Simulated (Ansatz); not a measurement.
# In3Se: the cost of one run

Computed with Ansatz 0.2.0 (DFT PBEsol+D3(BJ), scalar-relativistic, plane waves, PAW, unless a step's input says otherwise).

39 further runs of the same task are left out: 39 set aside as unsound or not needed. Runs told in other sessions of the task aren't counted.

### 1 Starting point

It takes space group Pm-3m (No. 221, cubic). The conventional cell has a = 4.588 Å, b = 4.588 Å, c = 4.588 Å, α = 90.00°, β = 90.00°, γ = 90.00°. Around In (site symmetry 4/mmm) lie 8 In at 3.24 Å and 4 Se at 3.24 Å. Se (site symmetry m-3m) has 12 In at 3.24 Å in its first shell of neighbours.

Structure file:

```cif
data_structure
_symmetry_space_group_name_H-M 'Pm-3m'
_symmetry_Int_Tables_number 221
_cell_length_a 4.5877
_cell_length_b 4.5877
_cell_length_c 4.5877
_cell_angle_alpha 90.000
_cell_angle_beta 90.000
_cell_angle_gamma 90.000
_cell_volume 96.55
loop_
_atom_site_label
_atom_site_type_symbol
_atom_site_symmetry_multiplicity
_atom_site_Wyckoff_symbol
_atom_site_fract_x
_atom_site_fract_y
_atom_site_fract_z
_atom_site_occupancy
In1 In 3 c 0.00000 0.50000 0.50000 1
Se1 Se 1 a 0.00000 0.00000 0.00000 1
```

It goes back to an entry of the Materials Project, which need not be the stable form.

This cell was relaxed beforehand with the same method: volume 24.14 Å³/atom, gap on the mesh none (metal).

### 2 The scan

The energy is mapped over volume and the cell's shape.

The axes are (1) volume per atom: 9 values from 22.21 to 26.07 Å³; (2) c/a of the conventional cell: 9 values from 0.923 to 1.083.

Nothing else is relaxed (symmetry fixes all fractional coordinates). Energies count from the relaxed crystal. Points are written as (first, second).

### 3 Grid point (23.66 Å³, 0.923)

Contents of input.yaml:

```yaml
crystal:
  lattice:
    - [4.6802228643, 0.0, 0.0]
    - [0.0, 4.6802228643, 0.0]
    - [0.0, 0.0, 4.3198457038]
  atoms:
    - { symbol: In, position: [0.0, 0.5, 0.5] }
    - { symbol: In, position: [0.5, 0.0, 0.5] }
    - { symbol: In, position: [0.5, 0.5, 0.0] }
    - { symbol: Se, position: [0.0, 0.0, 0.0] }
basis:
  ecutwfc: 420
kpoints:
  mp_grid: { grid: [10, 10, 10] }
hamiltonian:
  xc: pbesol
  pseudopotentials: { kind: paw, azcp: { folder: soft_1 } }
  dispersion: d3bj
scf:
  occupations: { method: gaussian, width: 0.15 }
output:
  forces: true
  stress: true
  eigenvalues: true
  write_density: true
  write_potential: true
  elf: true
  volumetric_format: npy
```

Launch:

```
> ansatz run input.yaml --threads 2 --pin off --max-ram 4096MiB --backend cpu --events-out ev --progress --plain --runs-dir out
```

Q: Estimate wall time and peak memory on 2 threads of Intel Xeon 6975P-C (Granite Rapids), shared host.

About 6.8 s, with a peak of 0.62 GiB.
